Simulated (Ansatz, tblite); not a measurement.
# The cluster Ge3Se3: competing shapes

Aim: relax the candidate shapes of the cluster Ge3Se3 that a cheap search turned up, and see how the levels of theory order them.

The runs use Ansatz 0.2.0, Gaussian basis; relaxed with PBE0-D4/def2-SVP, singlet.

3 further runs of the same task are left out: 3 set aside as unsound or not needed.

**1. Starting geometry**

6 atoms, charge 0, spin multiplicity 1.

Atoms are counted from 1 here; the program's logs count them from 0.

Bond lengths: Ge1–Se4 2.405 Å, Ge1–Se5 2.722 Å, Ge1–Se6 2.722 Å, Ge2–Se5 2.417 Å, Ge2–Se6 2.418 Å, Ge3–Se4 2.405 Å, Ge3–Se5 2.718 Å, Ge3–Se6 2.725 Å. Angles: Se4–Ge1–Se5 96.7°, Se4–Ge1–Se6 96.9°, Se5–Ge1–Se6 79.9°, Se5–Ge2–Se6 92.6°, Se4–Ge3–Se5 96.8°, Se4–Ge3–Se6 96.8°, Se5–Ge3–Se6 79.9°, Ge1–Se4–Ge3 74.2°, Ge1–Se5–Ge2 85.1°, Ge1–Se5–Ge3 64.4°, Ge2–Se5–Ge3 85.5°, Ge1–Se6–Ge2 85.1°, Ge1–Se6–Ge3 64.3°, Ge2–Se6–Ge3 85.3°.

A search from random starts with GFN2-xTB found 6 distinct shapes; 2 go on here. The structure above is candidate A, which lies 0.00 eV above the lowest at that level; B lies 0.01 eV above the lowest at that level.

**2. Relaxing candidate A**

Input file in.yaml:

```yaml
crystal:
  periodic: [false, false, false]
  atoms:
    - {symbol: Ge, position_ang: [0.511950, -0.727370, 1.344670]}
    - {symbol: Ge, position_ang: [0.699820, -1.043930, -2.117400]}
    - {symbol: Ge, position_ang: [-0.914610, 1.326060, -0.124540]}
    - {symbol: Se, position_ang: [-0.743860, 1.106560, 2.264340]}
    - {symbol: Se, position_ang: [-1.217550, -1.318910, -0.671710]}
    - {symbol: Se, position_ang: [1.664250, 0.657590, -0.695360]}
basis:
  gaussian: {orbitals: def2-SVP}
hamiltonian: {xc: pbe0, dispersion: d4}
scf: {lower_state_search: "off"}
output: {orbitals: {seedname: orbitals}}
relax: {f_tol: 0.02, max_steps: 100}
```

Started as:

```
$ ansatz run in.yaml --threads 4 --pin off --events-out ev --progress --plain --max-ram 8704MiB
```

Output (excerpt; [...] marks lines left out):

```text
Functional definition: PBE0
  name "PBE0"
  cite "Adamo & Barone, J. Chem. Phys. 110, 6158 (1999) doi:10.1063/1.478522"
  cite "Perdew, Burke & Ernzerhof, Phys. Rev. Lett. 77, 3865 (1996) doi:10.1103/PhysRevLett.77.3865"
  parent pbe
[...]
1983 factors; integrals over basis functions are off by at most 3.1e-4 eV
[...]
mean field -365519.27446781 eV, -13432.5855788294 hartree, gradient 2.2e-6 eV, S^2 0.000000; 0 other end points of the search recorded, 0 dependent functions left out
[...]
reference -365519.27449186 eV, -13432.5855797132 hartree; 99, 99 occupied and 93, 93 virtual orbitals, 1983 factors
relax step   1: F+E_penalty+E_count = -365519.74967768 eV  Δ(F+E_penalty+E_count) = +0.000e0 eV  max|allowed force component| = 5.450e-1 eV/Å  Δτ_max = 0.0000 Å  (18 SCF iters, accepted)
[...]
relax step   5: F+E_penalty+E_count = -365519.80091997 eV  Δ(F+E_penalty+E_count) = -3.088e-3 eV  max|allowed force component| = 2.344e-2 eV/Å  Δτ_max = 0.0170 Å  (22 SCF iters, accepted)
[...]
relax step   6: F+E_penalty+E_count = -365519.80104439 eV  Δ(F+E_penalty+E_count) = -1.244e-4 eV  max|allowed force component| = 5.837e-3 eV/Å  Δτ_max = 0.0027 Å  (16 SCF iters, accepted)
Total energy: -365519.80106834 eV, -13432.6049310418 hartree
Atom 0 at     0.520622    -0.742058     1.329304 Å, force    -0.001734     0.002425    -0.002631 eV/Å
Atom 1 at     0.700655    -1.044267    -2.130655 Å, force     0.001255    -0.001823    -0.005837 eV/Å
Atom 2 at    -0.908169     1.319770    -0.150157 Å, force     0.001987    -0.003107     0.001500 eV/Å
Atom 3 at    -0.737338     1.098789     2.243626 Å, force    -0.000438     0.000843     0.000350 eV/Å
Atom 4 at    -1.184493    -1.275951    -0.634875 Å, force    -0.002326    -0.000371     0.003285 eV/Å
Atom 5 at     1.608723     0.643718    -0.657242 Å, force     0.001255     0.002032     0.003333 eV/Å
Dipole moment:     0.113671    -0.169401    -0.345598 e Å
Checks for a lower state left out: stability, starts, cluster_reference, orbital_swaps, neighbouring_geometries, increment
```

It took 43 s on 4 threads of Arm Neoverse V2, shared host; peak memory 0.9 GiB.

Step by step: (the energy doesn't fall at every step)

```csv
step,energy from step 1 (eV),largest force component (eV/Å)
1,0.0000,0.5450
2,0.0803,0.9551
3,-0.0482,0.0927
4,-0.0325,0.5108
5,-0.0512,0.0234
6,-0.0514,0.0058
```

Close pairs (by a distance rule), those that changed most:

```csv
bond,before (Å),after (Å),change (Å)
Ge3–Se6,2.725,2.655,-0.070
Ge1–Se6,2.722,2.655,-0.066
Ge1–Se5,2.722,2.655,-0.066
Ge3–Se5,2.718,2.655,-0.063
Ge3–Se4,2.405,2.410,+0.005
Ge1–Se4,2.405,2.410,+0.004
Ge2–Se5,2.417,2.418,+0.001
Ge2–Se6,2.418,2.418,-0.001
```

**3. Relaxing candidate B**

Input file in.yaml:

```yaml
crystal:
  periodic: [false, false, false]
  atoms:
    - {symbol: Ge, position_ang: [0.941060, -0.038240, 1.183220]}
    - {symbol: Ge, position_ang: [-0.831370, 2.196800, -0.573550]}
    - {symbol: Ge, position_ang: [0.209510, -1.890100, -1.509790]}
    - {symbol: Se, position_ang: [-1.063100, 1.437930, 1.603720]}
    - {symbol: Se, position_ang: [-0.168390, -2.263290, 0.746060]}
    - {symbol: Se, position_ang: [0.912290, 0.556900, -1.449660]}
basis:
  gaussian: {orbitals: def2-SVP}
hamiltonian: {xc: pbe0, dispersion: d4}
scf: {lower_state_search: "off"}
output: {orbitals: {seedname: orbitals}}
relax: {f_tol: 0.02, max_steps: 100}
```

Launched as before.

Output (excerpt; [...] marks lines left out):

```text
Functional definition: PBE0
  name "PBE0"
  cite "Adamo & Barone, J. Chem. Phys. 110, 6158 (1999) doi:10.1063/1.478522"
  cite "Perdew, Burke & Ernzerhof, Phys. Rev. Lett. 77, 3865 (1996) doi:10.1103/PhysRevLett.77.3865"
  parent pbe
[...]
1992 factors; integrals over basis functions are off by at most 3.3e-4 eV
[...]
mean field -365519.02185622 eV, -13432.5762955245 hartree, gradient 3.0e-6 eV, S^2 0.000000; 0 other end points of the search recorded, 0 dependent functions left out
[...]
reference -365519.02188100 eV, -13432.5762964351 hartree; 99, 99 occupied and 93, 93 virtual orbitals, 1992 factors
relax step   1: F+E_penalty+E_count = -365519.48925664 eV  Δ(F+E_penalty+E_count) = +0.000e0 eV  max|allowed force component| = 4.086e-1 eV/Å  Δτ_max = 0.0000 Å  (17 SCF iters, accepted)
[...]
relax step   4: F+E_penalty+E_count = -365519.54352991 eV  Δ(F+E_penalty+E_count) = -4.228e-4 eV  max|allowed force component| = 1.338e-2 eV/Å  Δτ_max = 0.0086 Å  (22 SCF iters, accepted)
Total energy: -365519.54355456 eV, -13432.5954675850 hartree
Atom 0 at     0.985454    -0.022965     1.167552 Å, force    -0.011741    -0.000570    -0.003494 eV/Å
Atom 1 at    -0.846226     2.122150    -0.599754 Å, force     0.002045    -0.010923    -0.001704 eV/Å
Atom 2 at     0.151557    -1.825268    -1.503263 Å, force    -0.013384     0.011478     0.004883 eV/Å
Atom 3 at    -1.050077     1.340607     1.569979 Å, force     0.000868    -0.000151    -0.000638 eV/Å
Atom 4 at    -0.194419    -2.169347     0.760582 Å, force     0.010643    -0.002433     0.001581 eV/Å
Atom 5 at     0.953711     0.554823    -1.395095 Å, force     0.011569     0.002599    -0.000628 eV/Å
Dipole moment:     0.020657     0.060774    -0.245657 e Å
Checks for a lower state left out: stability, starts, cluster_reference, orbital_swaps, neighbouring_geometries, increment
```

Run time: 28 s. Hardware: 4 threads of Arm Neoverse V2, shared host; peak memory 0.9 GiB.

Along the way:

| step | energy from step 1 (eV) | largest force component (eV/Å) |
| --- | --- | --- |
| 1 | 0.0000 | 0.4086 |
| 2 | -0.0415 | 0.2608 |
| 3 | -0.0539 | 0.0460 |
| 4 | -0.0543 | 0.0134 |

Distances of close pairs at the start and the end, largest changes first:

```
   bond  before (Å)  after (Å)  change (Å)
Ge1–Se6       2.699      2.627      -0.072
Ge1–Se5       2.524      2.483      -0.042
Ge1–Se4       2.524      2.483      -0.042
Ge2–Se6       2.549      2.516      -0.033
Ge3–Se6       2.547      2.514      -0.033
Ge2–Se4       2.317      2.315      -0.002
Ge3–Se5       2.318      2.316      -0.002
```

**4. The relaxed candidates**

```
candidate  point group  bonds (count, mean Å)  energy above the lowest (kcal/mol)
        A          C2v          Ge–Se 8, 2.53                                 0.0
        B           Cs          Ge–Se 7, 2.46                                 5.9
```

**5. Candidate B, GFN1-xTB**

Tight binding, by tblite at 300 K electronic temperature and without a spin-polarisation term:

```python
tblite.interface.Calculator('GFN1-xTB', numbers, positions, charge=0, uhf=0).singlepoint()
```

Energy -412.5355 eV, HOMO -9.20 eV, LUMO -7.34 eV; 0.008 s.

**6. Candidate B, GFN2-xTB**

Tight binding, by tblite at 300 K electronic temperature and without a spin-polarisation term:

```python
tblite.interface.Calculator('GFN2-xTB', numbers, positions, charge=0, uhf=0).singlepoint()
```

Energy -423.4704 eV, HOMO -10.64 eV, LUMO -8.36 eV; 0.008 s.

**7. Candidate B, PBE0-D4/def2-TZVP**

start.molden holds the orbitals of an earlier run on this state, given as this run's starting guess.

Input file in.yaml:

```yaml
crystal:
  periodic: [false, false, false]
  atoms:
    - {symbol: Ge, position_ang: [0.985454, -0.022965, 1.167552]}
    - {symbol: Ge, position_ang: [-0.846226, 2.122150, -0.599754]}
    - {symbol: Ge, position_ang: [0.151557, -1.825268, -1.503263]}
    - {symbol: Se, position_ang: [-1.050077, 1.340607, 1.569979]}
    - {symbol: Se, position_ang: [-0.194419, -2.169347, 0.760582]}
    - {symbol: Se, position_ang: [0.953711, 0.554823, -1.395095]}
basis:
  gaussian: {orbitals: def2-TZVP, initial_orbitals: start.molden}
hamiltonian: {xc: pbe0, dispersion: d4}
scf: {omitted_lower_state_checks: [starts]}
output: {orbitals: {seedname: orbitals}}
```

The command is unchanged.

Output (excerpt; [...] marks lines left out):

```text
Functional definition: PBE0
  name "PBE0"
  cite "Adamo & Barone, J. Chem. Phys. 110, 6158 (1999) doi:10.1063/1.478522"
  cite "Perdew, Burke & Ernzerhof, Phys. Rev. Lett. 77, 3865 (1996) doi:10.1103/PhysRevLett.77.3865"
  parent pbe
[...]
1975 factors; integrals over basis functions are off by at most 6.2e-4 eV
[...]
mean field -365564.39781422 eV, -13434.2438312239 hartree, gradient 2.7e-5 eV, S^2 0.000000; 0 other end points of the search recorded, 0 dependent functions left out
reference -365564.39783918 eV, -13434.2438321413 hartree; 99, 99 occupied and 189, 189 virtual orbitals, 1975 factors
Total energy: -365564.87543569 eV, -13434.2613834892 hartree
Checks for a lower state left out: starts
```

Wall time 20 s (4 threads of Arm Neoverse V2, shared host); peak memory 1.3 GiB.

From the report: HOMO -6.46 eV, LUMO -2.88 eV.

**8. Candidate B, PBE-D4/def2-TZVP**

in.yaml: that of step 7 with these lines changed.

```diff
@@ -11,4 +11,4 @@
   gaussian: {orbitals: def2-TZVP, initial_orbitals: start.molden}
-hamiltonian: {xc: pbe0, dispersion: d4}
+hamiltonian: {xc: pbe, dispersion: d4}
 scf: {omitted_lower_state_checks: [starts]}
-output: {orbitals: {seedname: orbitals}}
+output: {forces: true, orbitals: {seedname: orbitals}}
```

Launched as before.

Output (excerpt; [...] marks lines left out):

```text
Functional definition: PBE
  name "PBE"
  cite "Perdew, Burke & Ernzerhof, Phys. Rev. Lett. 77, 3865 (1996) doi:10.1103/PhysRevLett.77.3865"
  parent pbe
[...]
2235 factors; their error is unknown
[...]
mean field -365554.43354651 eV, -13433.8776511398 hartree, gradient 2.2e-5 eV, S^2 0.000000; 0 other end points of the search recorded, 0 dependent functions left out
[...]
reference -365554.43357954 eV, -13433.8776523535 hartree; 99, 99 occupied and 189, 189 virtual orbitals, 2235 factors
Total energy: -365554.98250219 eV, -13433.8978248888 hartree
Atom 0 at     0.985454    -0.022965     1.167552 Å, force     0.072864     0.024192    -0.022509 eV/Å
Atom 1 at    -0.846226     2.122150    -0.599754 Å, force     0.008383     0.129810    -0.241528 eV/Å
Atom 2 at     0.151557    -1.825268    -1.503263 Å, force     0.035120    -0.002997    -0.268945 eV/Å
Atom 3 at    -1.050077     1.340607     1.569979 Å, force    -0.137749    -0.031650     0.353592 eV/Å
Atom 4 at    -0.194419    -2.169347     0.760582 Å, force    -0.096214    -0.181485     0.320068 eV/Å
Atom 5 at     0.953711     0.554823    -1.395095 Å, force     0.117595     0.062131    -0.140678 eV/Å
Dipole moment:     0.042431     0.061788    -0.225273 e Å
Checks for a lower state left out: starts
```

It took 8 s on 4 threads of Arm Neoverse V2, shared host.

Report: HOMO -5.64 eV, LUMO -3.46 eV.

**9. Candidate B, r2SCAN-D4/def2-TZVP**

in.yaml: that of step 8 with these lines changed.

```diff
@@ -11,4 +11,4 @@
   gaussian: {orbitals: def2-TZVP, initial_orbitals: start.molden}
-hamiltonian: {xc: pbe, dispersion: d4}
+hamiltonian: {xc: r2scan, dispersion: d4}
 scf: {omitted_lower_state_checks: [starts]}
-output: {forces: true, orbitals: {seedname: orbitals}}
+output: {orbitals: {seedname: orbitals}}
```

Same command.

Output:

```text
Functional definition: r2SCAN
  name "r2SCAN"
  cite "Furness, Kaplan, Ning, Perdew & Sun, J. Phys. Chem. Lett. 11, 8208 (2020) doi:10.1021/acs.jpclett.0c02405"
  cite "Furness, Kaplan, Ning, Perdew & Sun, J. Phys. Chem. Lett. 11, 9248 (2020) doi:10.1021/acs.jpclett.0c03077"
  parent r2scan
  parameter k0 = 0.174
  parameter k1 = 0.065
  parameter a1 = 4.9479
  exchange = r2scan_x(k0 = k0, k1 = k1, a1 = a1)
  correlation = r2scan_c
these checks for a lower state are left out or cut short: starts
2235 factors; their error is unknown
mean field evaluation 1: about -365607.2568 eV, gradient 1.4e1 eV
mean field evaluation 2: about -365607.3855 eV, gradient 2.1e-1 eV
mean field evaluation 4: about -365607.2787 eV, gradient 1.4e-3 eV
mean field -365607.27865796 eV, -13435.8196731660 hartree, gradient 1.8e-5 eV, S^2 0.000000; 0 other end points of the search recorded, 0 dependent functions left out
reference -365607.27866795 eV, -13435.8196735328 hartree; 99, 99 occupied and 189, 189 virtual orbitals, 2235 factors
Total energy: -365607.38654563 eV, -13435.8236379645 hartree
Checks for a lower state left out: starts
```

Wall time 14 s (4 threads of Arm Neoverse V2, shared host); peak memory 0.74 GiB.

From the report: HOMO -5.88 eV, LUMO -3.52 eV.

**10. Candidate B, ωB97X-V/def2-TZVP**

in.yaml: that of step 9 with these lines changed.

```diff
@@ -11,3 +11,3 @@
   gaussian: {orbitals: def2-TZVP, initial_orbitals: start.molden}
-hamiltonian: {xc: r2scan, dispersion: d4}
+hamiltonian: {xc: {name: wB97X-V}}
 scf: {omitted_lower_state_checks: [starts]}
```

Same command.

Output (excerpt; [...] marks lines left out):

```text
Functional definition: wB97X-V
  name "wB97X-V"
  cite "Mardirossian & Head-Gordon, Phys. Chem. Chem. Phys. 16, 9904 (2014) doi:10.1039/C3CP54374A"
  cite "Becke, J. Chem. Phys. 107, 8554 (1997) doi:10.1063/1.475007"
  cite "Vydrov & Van Voorhis, J. Chem. Phys. 133, 244103 (2010) doi:10.1063/1.3521275"
[...]
      + integral(e_c_pw_opposite_spin*poly(b97_u_opposite, cos0, cos1)) + vv10(b, c)
[...]
1975 factors; integrals over basis functions are off by at most 6.2e-4 eV
343 factors; integrals over basis functions are off by at most 3.3e-5 eV
[...]
mean field -365574.32314905 eV, -13434.6085805515 hartree, gradient 2.5e-5 eV, S^2 0.000000; 0 other end points of the search recorded, 0 dependent functions left out
reference -365574.32314731 eV, -13434.6085804876 hartree; 99, 99 occupied and 189, 189 virtual orbitals, 1975 factors
Total energy: -365574.32314731 eV, -13434.6085804876 hartree
Checks for a lower state left out: starts
```

Run time: 30 s. Hardware: 4 threads of Arm Neoverse V2, shared host; peak memory 1.7 GiB.

HOMO -8.31 eV, LUMO -1.08 eV.

**11. Candidate B, B3LYP-D4/def2-TZVP**

in.yaml: that of step 10 with these lines changed.

```diff
@@ -11,3 +11,3 @@
   gaussian: {orbitals: def2-TZVP, initial_orbitals: start.molden}
-hamiltonian: {xc: {name: wB97X-V}}
+hamiltonian: {xc: {name: B3LYP}, dispersion: d4}
 scf: {omitted_lower_state_checks: [starts]}
```

Launched as before.

Output (excerpt; [...] marks lines left out):

```text
Functional definition: B3LYP
  name "B3LYP"
  cite "Stephens, Devlin, Chabalowski & Frisch, J. Phys. Chem. 98, 11623 (1994) doi:10.1021/j100096a001"
  cite "Becke, Phys. Rev. A 38, 3098 (1988) doi:10.1103/PhysRevA.38.3098"
  cite "Lee, Yang & Parr, Phys. Rev. B 37, 785 (1988) doi:10.1103/PhysRevB.37.785"
  cite "Vosko, Wilk & Nusair, Can. J. Phys. 58, 1200 (1980) doi:10.1139/p80-159"
[...]
1975 factors; integrals over basis functions are off by at most 6.2e-4 eV
[...]
mean field -365615.09262369 eV, -13436.1068311100 hartree, gradient 1.5e-5 eV, S^2 0.000000; 0 other end points of the search recorded, 0 dependent functions left out
reference -365615.09286120 eV, -13436.1068398381 hartree; 99, 99 occupied and 189, 189 virtual orbitals, 1975 factors
Total energy: -365616.01626691 eV, -13436.1407743724 hartree
Checks for a lower state left out: starts
```

Wall time 16 s (4 threads of Arm Neoverse V2, shared host); peak memory 1.3 GiB.

Report: HOMO -6.27 eV, LUMO -2.99 eV.

**12. Candidate B, MP2/def2-TZVP**

in.yaml: that of step 11 with these lines changed.

```diff
@@ -11,3 +11,3 @@
   gaussian: {orbitals: def2-TZVP, initial_orbitals: start.molden}
-hamiltonian: {xc: {name: B3LYP}, dispersion: d4}
+correlation: {method: mp2}
 scf: {omitted_lower_state_checks: [starts]}
```

Launched as before.

Output:

```text
Functional definition: HF
  name "HF"
  cite "Fock, Z. Phys. 61, 126 (1930) doi:10.1007/BF01340294"
  parent pbe
  exchange = exact_x
  correlation = 0
these checks for a lower state are left out or cut short: starts
1975 factors; integrals over basis functions are off by at most 6.2e-4 eV
mean field evaluation 1: about -365332.2554 eV, gradient 5.4e1 eV
mean field evaluation 2: about -365334.1390 eV, gradient 2.6e0 eV
mean field evaluation 4: about -365334.6810 eV, gradient 1.8e0 eV
mean field evaluation 8: about -365334.6943 eV, gradient 7.3e-4 eV
mean field -365334.69431013 eV, -13425.8023831474 hartree, gradient 1.3e-6 eV, S^2 0.000000; 0 other end points of the search recorded, 0 dependent functions left out
54 core orbitals not correlated: weight in the atoms' cores, before any rotation towards them, 1.000 or more for the frozen orbitals, at most 0.000 for the correlated occupied ones
reference -365334.69431013 eV, -13425.8023831474 hartree; 45, 45 occupied and 189, 189 virtual orbitals, 1975 factors
second order -40.87587124 eV of doubles, -0.00000000 eV of singles
Total energy: -365375.57018137 eV, -13427.3045437087 hartree
Checks for a lower state left out: starts
```

It took 21 s on 4 threads of Arm Neoverse V2, shared host; peak memory 1.3 GiB.

Hartree-Fock HOMO -8.10 eV, LUMO -0.15 eV.

**13. B against A**

The energies of A at these levels come from its own runs, whose logs aren't repeated here.

```
              level  B above A (kcal/mol)     time
           GFN1-xTB                  -4.6  0.015 s
           GFN2-xTB                  +0.4  0.017 s
       HF/def2-TZVP                  +0.8         
   PBE-D4/def2-TZVP                  +6.3     16 s
r2SCAN-D4/def2-TZVP                  +5.2     28 s
 B3LYP-D4/def2-TZVP                  +3.3     31 s
  PBE0-D4/def2-TZVP                  +6.6     38 s
  ωB97X-V/def2-TZVP                  +6.0     61 s
      MP2/def2-TZVP                  +8.2     42 s
```

Times add the two runs; a level without a time comes out of a correlated run.

**14. Summary of results**

| quantity | value |
| --- | --- |
| B above A, range of the levels free of doubt, tight binding aside | +0.8 to +8.2 kcal/mol |
| levels that put B lower | GFN1-xTB |

**Reading.** The levels disagree on B and A: 1 of 9 put B lower. A random search of this size may have missed the true lowest shape. Only singlets are compared; another spin may lie lower and prefer another shape.
